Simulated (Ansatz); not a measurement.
Geometry optimisation, DFT PBEsol, scalar-relativistic, plane waves, PAW (Ansatz 0.2.0).

The input (input.yaml):

```yaml
crystal:
  lattice:
    - [0.0, 5.43, 5.43]
    - [5.43, 0.0, 5.43]
    - [5.43, 5.43, 0.0]
  atoms:
    - { symbol: Si, position: [0.0, 0.0, 0.0] }
    - { symbol: Si, position: [0.125, 0.125, 0.125] }
    - { symbol: Si, position: [0.0, 0.0, 0.5] }
    - { symbol: Si, position: [0.125, 0.125, 0.625] }
    - { symbol: Si, position: [0.0, 0.5, 0.0] }
    - { symbol: Si, position: [0.125, 0.625, 0.125] }
    - { symbol: Si, position: [0.0, 0.5, 0.5] }
    - { symbol: Si, position: [0.125, 0.625, 0.625] }
    - { symbol: Si, position: [0.5, 0.0, 0.0] }
    - { symbol: Si, position: [0.625, 0.125, 0.125] }
    - { symbol: Si, position: [0.5, 0.0, 0.5] }
    - { symbol: Si, position: [0.625, 0.125, 0.625] }
    - { symbol: Si, position: [0.5, 0.5, 0.0] }
    - { symbol: Si, position: [0.625, 0.625, 0.125] }
    - { symbol: Si, position: [0.5, 0.5, 0.5] }
    - { symbol: Si, position: [0.625, 0.625, 0.625] }
    - { symbol: O, position: [0.74962388, 0.74543486, 0.74804253], spin: 1.0 }
magnetization:
  spin_polarized: true
basis:
  ecutwfc: 420.0
kpoints:
  mp_grid: { grid: [2, 2, 2] }
hamiltonian:
  xc: pbesol
scf:
  occupations: { method: gaussian, width: 0.05 }
  lower_state_search: "off"
relax:
  f_tol: 0.03
  max_steps: 60
  adjacent_minimum: "off"
output:
  write_density: true
  write_potential: true
  elf: true
  volumetric_format: npy
```

Command:

```bash
$ ansatz run input.yaml --threads 2 --pin off --max-ram 5120MiB --backend cpu --events-out ev --progress --plain --runs-dir out
```

Where does it end, and by what steps?

It converged. Limits of this set-up: coarse k mesh, a small cell, in which the defect meets its images. After 9 steps the energy has fallen by 1.369 eV; O17 moved furthest, 0.86 Å. Joined: Si8–O17 (2.35 → 1.92 Å), Si14–O17 (2.36 → 1.91 Å), Si16–O17 (2.31 → 1.92 Å).

```tsv
step	energy less start (eV)	largest force component (eV/Å)	accepted
0	0.0000	0.442	yes
1	-0.0799	0.336	yes
2	-0.2441	0.591	yes
3	-0.5920	0.798	yes
4	-0.6193	3.501	yes
5	-1.0975	1.183	yes
6	-1.2176	0.532	yes
7	-1.3211	0.265	yes
8	-1.3685	0.054	yes
9	-1.3693	0.018	yes
```

```xyz
17
Lattice="0.0000 5.4300 5.4300 5.4300 0.0000 5.4300 5.4300 5.4300 0.0000" Properties=species:S:1:pos:R:3
Si 0.152 -0.154 0.151
Si 1.391 1.421 1.392
Si 2.733 2.693 -0.051
Si 4.006 4.037 1.391
Si 2.795 0.205 2.796
Si 4.231 1.198 4.229
Si 5.223 2.633 2.794
Si 6.922 3.935 3.836
Si -0.051 2.691 2.736
Si 1.391 4.036 4.007
Si 2.733 5.479 2.734
Si 4.172 6.683 4.175
Si 2.796 2.632 5.222
Si 3.834 3.932 6.926
Si 5.525 5.334 5.524
Si 6.922 7.022 6.922
O 7.635 8.654 7.634
```

Whether the end is a true minimum wasn't checked by a vibrational analysis.

Time of the run: 4.1 min on 2 threads of Arm Neoverse V1 (shared host), peak memory 0.74 GiB.
